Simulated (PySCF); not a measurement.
**[Bi(OH)2]+: forces at shaken geometries**

How stiff is [Bi(OH)2]+? Its atoms are displaced at random by several amounts. The species was built from a template and needn't be a known compound.

Computed with PySCF 2.14.0. Level: BP86, Bi def2-SVP with ECP60, O def2-SVP, H def2-SVP; scalar-relativistic core potentials, no spin–orbit coupling.

2 further runs of the same task are left out: 2 for a known fault of the program.

## 1. Where the work starts

5 atoms, charge 1, spin multiplicity 1.

Bond lengths: Bi1–O2 2.052 Å, Bi1–O4 2.052 Å, O2–H3 0.985 Å, O4–H5 0.985 Å. Angles: O2–Bi1–O4 106.1°, Bi1–O2–H3 121.9°, Bi1–O4–H5 121.9°.

Geometry (Å):

```csv
atom,x (Å),y (Å),z (Å)
Bi1,0.0910,1.2493,-0.1018
O2,0.0016,0.1556,1.6324
H3,-0.0694,-0.8269,1.6250
O4,0.0016,-0.1106,-1.6360
H5,-0.0694,-1.0790,-1.4698
```

Formal oxidation states: Bi +3. An earlier session relaxed this geometry at BP86, Bi def2-SVP with ECP60, O def2-SVP, H def2-SVP (singlet, point group C2v).

Its energy there is -366.055940 Eh.

## 2. Atoms moved at random, σ = 0.1 Å

The input, run.py (the lines that set the calculation):

```python
mol = gto.M(atom='''
Bi    -0.00210     1.39995    -0.03589
O      0.00397     0.03351     1.65980
H     -0.04280    -0.89700     1.66670
O      0.08650     0.02366    -1.65932
H     -0.09013    -1.17162    -1.58148''',
    basis={'Bi': 'def2-SVP', 'O': 'def2-SVP', 'H': 'def2-SVP'},
    ecp={'Bi': 'def2-SVP'},
    charge=1, spin=0)
mf = dft.RKS(mol, xc='B88,P86')
mf.grids.atom_grid = (50, 194)
mf = mf.density_fit()  # fitting sets: Bi def2-universal-JKFIT, O def2-universal-JKFIT, H def2-universal-JKFIT
mf.conv_tol = 1e-08; mf.max_cycle = 55
mf.kernel(dm0)  # dm0: the density of the relaxed state
```

Launch:

```bash
$ OMP_NUM_THREADS=2 python run.py
```

The program printed:

```text
init E= -365.840053446168
  HOMO = -0.521968285508773  LUMO = -0.426861850757  gap/eV = 2.58798
cycle= 1 E= -365.973736512789  delta_E= -0.134  |g|=  0.4  |ddm|= 0.555
  HOMO = -0.378690281903641  LUMO = -0.313753698529492  gap/eV = 1.76701
cycle= 2 E= -363.703954605512  delta_E= 2.27  |g|= 2.66  |ddm|= 2.44
  HOMO = -0.457070291667618  LUMO = -0.365455176236271  gap/eV = 2.49297
cycle= 3 E= -366.013518611601  delta_E= -2.31  |g|= 0.0889  |ddm|= 2.25
  HOMO = -0.464561397106552  LUMO = -0.378068496636569  gap/eV = 2.35359
cycle= 4 E= -366.014921800143  delta_E= -0.0014  |g|= 0.0502  |ddm|= 0.184
  HOMO = -0.463796257767474  LUMO = -0.375385002617076  gap/eV = 2.40579
cycle= 5 E= -366.015503715293  delta_E= -0.000582  |g|= 0.0241  |ddm|= 0.0611
  HOMO = -0.462881840468839  LUMO = -0.375577245939201  gap/eV = 2.37568
cycle= 6 E= -366.015581653733  delta_E= -7.79e-05  |g|= 0.0163  |ddm|= 0.0231
  HOMO = -0.463710261816834  LUMO = -0.375730414530995  gap/eV = 2.39405
cycle= 7 E= -366.015635035133  delta_E= -5.34e-05  |g|= 0.00781  |ddm|= 0.01
  HOMO = -0.463925536506175  LUMO = -0.375623681780421  gap/eV = 2.40282
cycle= 8 E= -366.015651874523  delta_E= -1.68e-05  |g|= 0.0011  |ddm|= 0.00743
  HOMO = -0.463948245988562  LUMO = -0.375685982351637  gap/eV = 2.40174
cycle= 9 E= -366.015652173612  delta_E= -2.99e-07  |g|= 0.000156  |ddm|= 0.00107
  HOMO = -0.463950184371828  LUMO = -0.375681493062647  gap/eV = 2.40191
cycle= 10 E= -366.015652179373  delta_E= -5.76e-09  |g|= 6.18e-05  |ddm|= 0.000159
  HOMO = -0.463953728200166  LUMO = -0.375682150395139  gap/eV = 2.40199
Extra cycle  E= -366.015652144554  delta_E= 3.48e-08  |g|= 0.000381  |ddm|= 0.000378
converged SCF energy = -366.015652144554
```

Run time: 1.2 s. Hardware: 2 threads of Arm Neoverse V2, shared host.

It gives: E = -366.015652 Eh (+1.096 eV from the relaxed state), HOMO -12.62 eV, LUMO -10.22 eV, Mulliken charge on Bi1 +1.27 e, largest force component 4.989 eV/Å. 

```csv
atom,Fx,Fy,Fz (eV/Å)
Bi1,0.122,-3.058,0.593
O2,0.089,4.662,-1.057
H3,-0.137,-2.916,-0.421
O4,-0.833,-3.677,0.895
H5,0.759,4.989,-0.010
```

## 3. Atoms moved at random, σ = 0.03 Å

The input, run.py (the lines that set the calculation):

```python
mol = gto.M(atom='''
Bi     0.10166     1.22631    -0.12563
O     -0.03064     0.20113     1.65701
H     -0.04946    -0.84730     1.61336
O      0.03962    -0.09160    -1.63131
H     -0.10573    -1.10004    -1.46362''',
    basis={'Bi': 'def2-SVP', 'O': 'def2-SVP', 'H': 'def2-SVP'},
    ecp={'Bi': 'def2-SVP'},
    charge=1, spin=0)
mf = dft.RKS(mol, xc='B88,P86')
mf.grids.atom_grid = (50, 194)
mf = mf.density_fit()  # fitting sets: Bi def2-universal-JKFIT, O def2-universal-JKFIT, H def2-universal-JKFIT
mf.conv_tol = 1e-08; mf.max_cycle = 55
mf.kernel(dm0)  # dm0: the density of the relaxed state
```

Launch:

```bash
$ OMP_NUM_THREADS=2 python run.py
```

The program printed:

```text
init E= -366.001589526546
  HOMO = -0.507707608204113  LUMO = -0.381435154533975  gap/eV = 3.43605
cycle= 1 E= -366.046747538867  delta_E= -0.0452  |g|= 0.107  |ddm|= 0.213
  HOMO = -0.458001702083813  LUMO = -0.364205945489346  gap/eV = 2.55231
cycle= 2 E= -365.988023129991  delta_E= 0.0587  |g|= 0.506  |ddm|= 0.499
  HOMO = -0.48340626289556  LUMO = -0.366406807344287  gap/eV = 3.18372
cycle= 3 E= -366.04821597325  delta_E= -0.0602  |g|= 0.0804  |ddm|= 0.421
  HOMO = -0.486046227079426  LUMO = -0.36664117962745  gap/eV = 3.24918
cycle= 4 E= -366.049096195029  delta_E= -0.00088  |g|= 0.0509  |ddm|= 0.101
  HOMO = -0.485413218877364  LUMO = -0.366692757164429  gap/eV = 3.23055
cycle= 5 E= -366.049698032575  delta_E= -0.000602  |g|= 0.00336  |ddm|= 0.0404
  HOMO = -0.485568113490177  LUMO = -0.367077525456441  gap/eV = 3.22429
cycle= 6 E= -366.049699425001  delta_E= -1.39e-06  |g|= 0.00182  |ddm|= 0.00446
  HOMO = -0.485631367745698  LUMO = -0.367005560628758  gap/eV = 3.22797
cycle= 7 E= -366.049700630779  delta_E= -1.21e-06  |g|= 0.000346  |ddm|= 0.0019
  HOMO = -0.485664068003331  LUMO = -0.367010937351175  gap/eV = 3.22872
cycle= 8 E= -366.049700664093  delta_E= -3.33e-08  |g|= 3.04e-05  |ddm|= 0.000365
  HOMO = -0.485665014452066  LUMO = -0.367011307941329  gap/eV = 3.22873
cycle= 9 E= -366.049700664298  delta_E= -2.05e-10  |g|= 1.27e-05  |ddm|= 3.72e-05
  HOMO = -0.485662743978682  LUMO = -0.367012020508074  gap/eV = 3.22865
Extra cycle  E= -366.049700663409  delta_E= 8.89e-10  |g|= 6.26e-05  |ddm|= 6.27e-05
converged SCF energy = -366.049700663409
```

It took 1.2 s on 2 threads of Arm Neoverse V2, shared host.

Result: E = -366.049701 Eh (+0.170 eV from the relaxed state), HOMO -13.22 eV, LUMO -9.99 eV, Mulliken charge on Bi1 +1.26 e, largest force component 2.749 eV/Å. 

```csv
atom,Fx,Fy,Fz (eV/Å)
Bi1,0.064,1.131,0.912
O2,-0.009,-2.490,-0.267
H3,0.004,2.331,0.210
O4,-0.354,-2.749,-0.452
H5,0.296,1.777,-0.404
```

## 4. Atoms moved at random, σ = 0.06 Å

The input, run.py (the lines that set the calculation):

```python
mol = gto.M(atom='''
Bi     0.14058     1.18508    -0.09339
O     -0.00575     0.16993     1.68597
H      0.00930    -0.72431     1.49245
O     -0.06406    -0.16519    -1.63501
H     -0.12462    -1.07701    -1.40022''',
    basis={'Bi': 'def2-SVP', 'O': 'def2-SVP', 'H': 'def2-SVP'},
    ecp={'Bi': 'def2-SVP'},
    charge=1, spin=0)
mf = dft.RKS(mol, xc='B88,P86')
mf.grids.atom_grid = (50, 194)
mf = mf.density_fit()  # fitting sets: Bi def2-universal-JKFIT, O def2-universal-JKFIT, H def2-universal-JKFIT
mf.conv_tol = 1e-08; mf.max_cycle = 55
mf.kernel(dm0)  # dm0: the density of the relaxed state
```

Launch:

```bash
$ OMP_NUM_THREADS=2 python run.py
```

The program printed:

```text
init E= -366.084269749017
  HOMO = -0.480528348003482  LUMO = -0.368929031848463  gap/eV = 3.03677
cycle= 1 E= -366.044199586881  delta_E= 0.0401  |g|= 0.0764  |ddm|= 0.346
  HOMO = -0.510843013220086  LUMO = -0.376226066771988  gap/eV = 3.66311
cycle= 2 E= -366.031048717677  delta_E= 0.0132  |g|= 0.246  |ddm|= 0.277
  HOMO = -0.493291399301999  LUMO = -0.376412965408399  gap/eV = 3.18042
cycle= 3 E= -366.045636755986  delta_E= -0.0146  |g|= 0.0178  |ddm|= 0.21
  HOMO = -0.493284934286237  LUMO = -0.376630275339394  gap/eV = 3.17433
cycle= 4 E= -366.045643082376  delta_E= -6.33e-06  |g|= 0.0172  |ddm|= 0.0314
  HOMO = -0.493365130273833  LUMO = -0.376607645821181  gap/eV = 3.17713
cycle= 5 E= -366.045708048188  delta_E= -6.5e-05  |g|= 0.00519  |ddm|= 0.0178
  HOMO = -0.493363883250957  LUMO = -0.376539885572139  gap/eV = 3.17894
cycle= 6 E= -366.045714655685  delta_E= -6.61e-06  |g|= 0.000396  |ddm|= 0.00523
  HOMO = -0.493363566955651  LUMO = -0.376550233409077  gap/eV = 3.17865
cycle= 7 E= -366.045714704947  delta_E= -4.93e-08  |g|= 5.92e-05  |ddm|= 0.000692
  HOMO = -0.493361201056377  LUMO = -0.376550413484303  gap/eV = 3.17858
cycle= 8 E= -366.045714705885  delta_E= -9.39e-10  |g|= 2.62e-05  |ddm|= 0.000116
  HOMO = -0.493369604127526  LUMO = -0.376549789994261  gap/eV = 3.17883
Extra cycle  E= -366.045714703615  delta_E= 2.27e-09  |g|= 0.0001  |ddm|= 0.000115
converged SCF energy = -366.045714703615
```

It took 1.1 s on 2 threads of Arm Neoverse V2, shared host.

Read off: E = -366.045715 Eh (+0.278 eV from the relaxed state), HOMO -13.43 eV, LUMO -10.25 eV, Mulliken charge on Bi1 +1.25 e, largest force component 4.295 eV/Å. 

```csv
atom,Fx,Fy,Fz (eV/Å)
Bi1,-0.021,0.900,-0.336
O2,0.066,3.647,0.435
H3,-0.064,-4.295,-0.264
O4,0.228,2.009,-0.171
H5,-0.209,-2.261,0.335
```

## 5. Results

| σ (Å) | energy rise (eV) | harmonic estimate −½ F·u (eV) | largest force component (eV/Å) |
| --- | --- | --- | --- |
| 0.1 | 1.096 | 0.955 | 4.99 |
| 0.03 | 0.170 | 0.168 | 2.75 |
| 0.06 | 0.278 | 0.246 | 4.29 |

Every displacement raises the energy. For a harmonic well the rise equals −½ F·u; the two differ by at most 13 % here (a move with σ = 0.1 Å), from anharmonicity, the grid and the small forces left at the relaxed point. These are double-zeta-type bases without diffuse functions. Spin–orbit coupling is left out.
